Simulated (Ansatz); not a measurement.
Cs3Pt:

```
Pt Cs
1.0
     5.77765    0.00000    0.00000
     0.00000    5.77765    0.00000
     0.00000    0.00000    5.77765
Pt Cs
1 3
Direct
  0.50000 0.50000 0.50000
  0.50000 0.00000 0.00000
  0.00000 0.50000 0.00000
  0.00000 0.00000 0.50000
```

The cell comes from a database or a generator and needn't be the stable form of this composition.

Base run:

| Property | Result |
| --- | --- |
| Program | Ansatz 0.2.0 |
| Functional | PBE |
| Potentials or basis | Ansatz PAW |
| Cutoff | 420 eV (not typed: the program's choice for these potentials) |
| k mesh | 5 × 5 × 5 |
| Occupations | gaussian, width 0.05 eV |
| Spin | no spin polarisation |

Its results: band gap on the k mesh none (metal or under the smearing width); pressure -0.2 GPa.

Task: The run is repeated on the same cell with these changes: functional from PBE to r2SCAN; cutoff from 420 eV (not typed: the program's choice for these potentials) to 500 eV (not typed: the program's choice for these potentials); occupations from gaussian, width 0.05 eV to methfessel-paxton, width 0.2 eV. What comes out?

Result: Band gap on the k mesh none (metal or under the smearing width); pressure -0.8 GPa.

Caveats: spin-orbit coupling is left out, which moves the levels of the heavy elements (some runs); the PAW data sets come from PBE, with cores solved anew for the run's functional, which leaves a small shift of forces and pressure (some runs).
